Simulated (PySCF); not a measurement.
# C3H10BN: the cost of one run

Computed with PySCF 2.14.0, with density-fitted response routines of our own, on a single molecule, in the gas phase or a continuum. Atoms count from 0, in the outputs and in this text.

## Step 1: The molecule as given

15 atoms, charge 0, multiplicity 1; geometry from: GFN2-xTB. The atoms were then displaced at random by about 0.01 Å, so the start is not that level's minimum.

Bonds of the start (Å): C0–N1 1.45, N1–B2 1.40, B2–C3 1.58, B2–C4 1.58, C0–H5 1.08, C0–H6 1.11, C0–H7 1.09, N1–H8 1.01, C3–H9 1.08, C3–H10 1.13, C3–H11 1.07, C4–H12 1.10, C4–H13 1.11, C4–H14 1.09.

## Step 2: Optimising the geometry at PBE0-D3(BJ)/def2-TZVP

The job: settings as JSON, then the geometry in Å.

```
{"job": {"xc": "PBE0", "basis": "def2-TZVP", "d3": "d3bj", "grid": 2, "shake": 0.01, "kind": "geom"}, "charge": 0, "multiplicity": 1}
C      2.089900     0.279690     0.037070
N      0.887870    -0.518710     0.212160
B     -0.457800    -0.183730     0.017170
C     -0.822070     1.279500    -0.460780
C     -1.550860    -1.291760     0.294560
H      2.619550     0.409110     0.968810
H      1.784340     1.293420    -0.302460
H      2.753580    -0.126930    -0.719530
H      1.130140    -1.441000     0.542590
H     -0.538940     2.037330     0.262120
H     -1.939720     1.377100    -0.566820
H     -0.394950     1.529920    -1.407730
H     -2.179160    -1.456770    -0.592680
H     -2.254850    -0.951330     1.086370
H     -1.142380    -2.253220     0.621900
```

The run is started by

```
> OMP_NUM_THREADS=1 python probes_run.py task.json out
```

One launch serves the whole session: the jobs run in the order shown.

**Question.** How long does this first job take on 1 thread of AMD EPYC 7R43, shared host, and how much memory does it need?

About 3 min, with a peak of 1.1 GiB.
